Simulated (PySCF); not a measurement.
**CH5BOZn (SMILES CO[BH][ZnH]) at 4 levels**

Wanted: a comparison of 4 runs (HF/def2-SVP, B3LYP/6-31G*, PBE0/pcseg-1, SVWN5/def2-SVPD) of CH5BOZn. The job is set up through a Python script.

Program for the calculation: PySCF 2.14.0.

## 1. The molecule

CH5BOZn has 9 atoms, charge 0, and is taken as a singlet. SMILES: `CO[BH][ZnH]`. Geometry: a GFN2-xTB relaxation, a rough one for these elements and not checked as a minimum. This is one conformer, not always the lowest.

Bond lengths: C1–O2 1.417 Å, O2–B3 1.341 Å, B3–Zn4 2.006 Å, C1–H5 1.092 Å, C1–H6 1.092 Å, C1–H7 1.093 Å, B3–H8 1.186 Å, Zn4–H9 1.576 Å. Some angles: C1–O2–B3 126.1°, O2–B3–Zn4 87.5°, O2–C1–H5 108.7°, O2–C1–H6 108.7°, O2–C1–H7 111.0°, O2–B3–H8 118.3°, Zn4–B3–H8 154.2°, B3–Zn4–H9 142.1°, H5–C1–H6 108.9°, H5–C1–H7 109.6°.

## 2. Energy and forces at HF/def2-SVP (run 1)

The input, calc.py:

```python
import pyscf.grad
from pyscf import gto

molecule = gto.M(
    atom='''
C       -0.699510       0.825930       0.818460
O        0.153100       0.055030      -0.009690
B       -0.193280      -1.047490      -0.690550
Zn       1.699620      -1.126880      -1.350970
H       -0.327450       0.780510       1.843950
H       -0.673710       1.863120       0.478400
H       -1.725480       0.450430       0.783110
H       -1.313350      -1.428280      -0.612010
H        3.080060      -0.372360      -1.260700
''',
    max_memory=1860,
    spin=0,
    charge=0,
    basis='def2-svp',
    verbose=4,
)

mf = molecule.RHF()
mf.conv_tol = 1e-10
mf.kernel()
if not mf.converged:
    mf = mf.newton().run(mf.mo_coeff, mf.mo_occ)

energy = mf.e_tot
print(f'total energy: {energy:.8f} hartree')
grad = mf.Gradients().kernel()
mf.analyze()
```

Launch:

```console
$ OMP_NUM_THREADS=1 python calc.py
```

Output:

```text
PySCF version 2.14.0

[... 83 lines left out ...]
Two-electron Coulomb Energy =         1056.006463181127856
[... 10 lines left out ...]
MO #8   energy= -7.6063463704513   occ= 2
[... 8 lines left out ...]
MO #17  energy= -0.779951056252501 occ= 2
[... 8 lines left out ...]
MO #26  energy= -0.406583332418835 occ= 2
[... 8 lines left out ...]
MO #35  energy= 0.263035430166601  occ= 0
[... 8 lines left out ...]
MO #44  energy= 0.676372053455547  occ= 0
[... 8 lines left out ...]
MO #53  energy= 1.17345003872049   occ= 0
[... 8 lines left out ...]
MO #62  energy= 1.61710478081308   occ= 0
[... 8 lines left out ...]
MO #71  energy= 1.99626933715361   occ= 0
[... 8 lines left out ...]
MO #80  energy= 2.60948147164167   occ= 0
[... 8 lines left out ...]
MO #89  energy= 3.41000602846937   occ= 0
[... 8 lines left out ...]
MO #98  energy= 7.12556840004869   occ= 0
[... 71 lines left out ...]
pop of  3 Zn 4f+0         0.00000
pop of  3 Zn 4f+1         0.00000
pop of  3 Zn 4f+2         0.00000
pop of  3 Zn 4f+3         0.00000
pop of  4 H 1s            0.89713
pop of  4 H 2s            0.00979
pop of  4 H 2px           0.00034
pop of  4 H 2py           0.00005
pop of  4 H 2pz           0.00179
pop of  5 H 1s            0.89580
pop of  5 H 2s            0.00992
pop of  5 H 2px           0.00008
pop of  5 H 2py           0.00185
pop of  5 H 2pz           0.00026
pop of  6 H 1s            0.90540
pop of  6 H 2s            0.00881
pop of  6 H 2px           0.00190
pop of  6 H 2py           0.00031
pop of  6 H 2pz           0.00008
pop of  7 H 1s            1.04662
pop of  7 H 2s            0.00433
pop of  7 H 2px           0.00233
pop of  7 H 2py           0.00045
pop of  7 H 2pz           0.00011
pop of  8 H 1s            1.49958
pop of  8 H 2s            0.01810
pop of  8 H 2px           0.00441
pop of  8 H 2py           0.00181
pop of  8 H 2pz           0.00016
 ** Mulliken atomic charges  **
charge of    0C =      0.00867
charge of    1O =     -0.45807
charge of    2B =     -0.25509
charge of    3Zn =      1.01589
charge of    4H =      0.09089
charge of    5H =      0.09209
charge of    6H =      0.08350
charge of    7H =     -0.05384
charge of    8H =     -0.52405
Dipole moment(X, Y, Z, Debye): -1.78608,  0.06885,  0.64743
```

It took 11 s on 1 thread of Intel Xeon at 2.70GHz, shared host; peak memory 0.21 GiB.

## 3. Energy and gradient at B3LYP/6-31G(d) (Cartesian functions) (run 2)

The input, input.xyz:

```xyz
9
CH5BOZn
C     -0.699510     0.825930     0.818460
O      0.153100     0.055030    -0.009690
B     -0.193280    -1.047490    -0.690550
Zn     1.699620    -1.126880    -1.350970
H     -0.327450     0.780510     1.843950
H     -0.673710     1.863120     0.478400
H     -1.725480     0.450430     0.783110
H     -1.313350    -1.428280    -0.612010
H      3.080060    -0.372360    -1.260700
```

The input, job.py:

```python
# CO[BH][ZnH]
import pyscf.grad
from pyscf import gto, dft

system = gto.Mole()
system.atom = 'input.xyz'
system.cart = True
system.spin = 0
system.max_memory = 1860
system.verbose = 3
system.basis = '6-31g*'
system.build()

mf = dft.RKS(system)
mf.xc = 'b3lyp'
mf.grids.level = 5
mf.conv_tol = 1e-10
mf.kernel()
if not mf.converged:
    mf = mf.newton().run(mf.mo_coeff, mf.mo_occ)

etot = mf.e_tot
print('Final energy', etot)
grad = mf.Gradients().kernel()
mf.analyze()
```

Launch:

```console
$ OMP_NUM_THREADS=1 python job.py
```

Output:

```text
converged SCF energy = -1920.286782785
[... 15 lines left out ...]
MO #6   energy= -19.1912941121452  occ= 2
[... 7 lines left out ...]
MO #14  energy= -0.721941851960686 occ= 2
[... 7 lines left out ...]
MO #22  energy= -0.425003311076095 occ= 2
[... 7 lines left out ...]
MO #30  energy= 0.0403071713206696 occ= 0
[... 7 lines left out ...]
MO #38  energy= 0.199234771024381  occ= 0
[... 7 lines left out ...]
MO #46  energy= 0.585679650859112  occ= 0
[... 7 lines left out ...]
MO #54  energy= 0.971072229448989  occ= 0
[... 7 lines left out ...]
MO #62  energy= 1.31251786354767   occ= 0
[... 7 lines left out ...]
MO #70  energy= 1.89632884060747   occ= 0
[... 7 lines left out ...]
MO #78  energy= 2.28165798508623   occ= 0
[... 7 lines left out ...]
MO #86  energy= 2.45479347758923   occ= 0
[... 7 lines left out ...]
MO #94  energy= 47.3335975619119   occ= 0
[... 10 lines left out ...]
Dipole moment(X, Y, Z, Debye): -2.02240,  0.58581,  1.09114
```

It took 41 s on 1 thread of Intel Xeon at 2.70GHz, shared host; peak memory 0.93 GiB.

Run 3 isn't shown in full; the table further down has it.

## 4. Energy and forces at SVWN5/def2-SVPD (run 4)

The input, run.py:

```python
import pyscf.grad
from pyscf import gto, dft

molecule = gto.M(
    atom='''
C     -0.699510     0.825930     0.818460
O      0.153100     0.055030    -0.009690
B     -0.193280    -1.047490    -0.690550
Zn     1.699620    -1.126880    -1.350970
H     -0.327450     0.780510     1.843950
H     -0.673710     1.863120     0.478400
H     -1.725480     0.450430     0.783110
H     -1.313350    -1.428280    -0.612010
H      3.080060    -0.372360    -1.260700
''',
    verbose=4,
    max_memory=1860,
    basis='def2-svpd',
)

calc0 = dft.RKS(molecule)
calc0.xc = 'svwn'
calc0.grids.level = 5
calc0.conv_tol = 1e-10
calc0.kernel()
if not calc0.converged:
    calc0 = calc0.newton().run(calc0.mo_coeff, calc0.mo_occ)

e_final = calc0.e_tot
print('E(%s) = %.9f' % ('SVWN5', e_final))
grad = calc0.Gradients().kernel()
calc0.analyze()
```

Launch:

```console
$ OMP_NUM_THREADS=1 python run.py
```

Output:

```text
PySCF version 2.14.0

[... 83 lines left out ...]
converged SCF energy = -1916.11260893934
[... 28 lines left out ...]
MO #7   energy= -9.84997852599786  occ= 2
[... 12 lines left out ...]
MO #20  energy= -0.41075402235722  occ= 2
[... 12 lines left out ...]
MO #33  energy= 0.039240744073501  occ= 0
[... 12 lines left out ...]
MO #46  energy= 0.175889406952168  occ= 0
[... 12 lines left out ...]
MO #59  energy= 0.323359648452275  occ= 0
[... 12 lines left out ...]
MO #72  energy= 0.477512106852875  occ= 0
[... 12 lines left out ...]
MO #85  energy= 0.883914297584292  occ= 0
[... 12 lines left out ...]
MO #98  energy= 1.39485814528456   occ= 0
[... 12 lines left out ...]
MO #111 energy= 1.87211208431162   occ= 0
[... 12 lines left out ...]
MO #124 energy= 2.77702013079851   occ= 0
[... 12 lines left out ...]
MO #137 energy= 6.43445997141651   occ= 0
[... 110 lines left out ...]
pop of  5 H 2py           0.00103
pop of  5 H 2pz           0.00036
pop of  5 H 3px           0.00061
pop of  5 H 3py           0.00041
pop of  5 H 3pz           0.00051
pop of  6 H 1s            0.87526
pop of  6 H 2s            0.00567
pop of  6 H 2px           0.00108
pop of  6 H 2py           0.00025
pop of  6 H 2pz           0.00025
pop of  6 H 3px           0.00024
pop of  6 H 3py           0.00058
pop of  6 H 3pz           0.00052
pop of  7 H 1s            0.99375
pop of  7 H 2s            0.00512
pop of  7 H 2px           0.00075
pop of  7 H 2py           0.00069
pop of  7 H 2pz           0.00036
pop of  7 H 3px           0.00120
pop of  7 H 3py           0.00050
pop of  7 H 3pz           0.00061
pop of  8 H 1s            1.39551
pop of  8 H 2s            0.01717
pop of  8 H 2px           0.00376
pop of  8 H 2py           0.00402
pop of  8 H 2pz           0.00289
pop of  8 H 3px           0.00153
pop of  8 H 3py           0.00123
pop of  8 H 3pz           0.00151
 ** Mulliken atomic charges  **
charge of    0C =     -0.15794
charge of    1O =     -0.29779
charge of    2B =     -0.35951
charge of    3Zn =      0.86579
charge of    4H =      0.13166
charge of    5H =      0.13225
charge of    6H =      0.11615
charge of    7H =     -0.00299
charge of    8H =     -0.42762
Dipole moment(X, Y, Z, Debye): -1.97086,  0.67285,  1.13658
```

Wall time 42 s (1 thread of Intel Xeon at 2.70GHz, shared host); peak memory 0.91 GiB.

## 5. All runs side by side

```tsv
run	level	Cartesian functions	integration grid	energy (Eh)	dipole moment (D)	HOMO energy (eV)	LUMO energy (eV)	wall time
1	HF/def2-SVP	no	–	-1917.742619	1.90	-8.69	2.71	11 s
2	B3LYP/6-31G* (Cartesian functions)	yes	5	-1920.286783	2.37	-5.99	-1.18	41 s
3	PBE0/pcseg-1	no	5	-1919.904277	2.07	-6.28	-0.78	50 s
4	SVWN5/def2-SVPD	no	5	-1916.112609	2.37	-5.37	-2.32	42 s
```

## 6. Summary of results

| quantity | value |
| --- | --- |
| run 4: total energy | -1916.11261 Eh |
| run 4: dipole moment | 2.37 D |
| run 4: HOMO energy | -5.37 eV |
| run 4: LUMO energy | -2.32 eV |
| run 4: HOMO–LUMO gap | 3.06 eV |
| run 4: largest force on an atom | 0.920 eV/Å |

The dipole moment (its size) runs from 1.90 D (HF/def2-SVP) to 2.37 D (SVWN5/def2-SVPD). The two ends differ in method and basis. The HOMO–LUMO gap runs from 3.06 eV (SVWN5/def2-SVPD) to 11.41 eV (HF/def2-SVP). Totals of different functionals can't be ranked against each other. All runs together took 2.4 min, the longest 50 s.
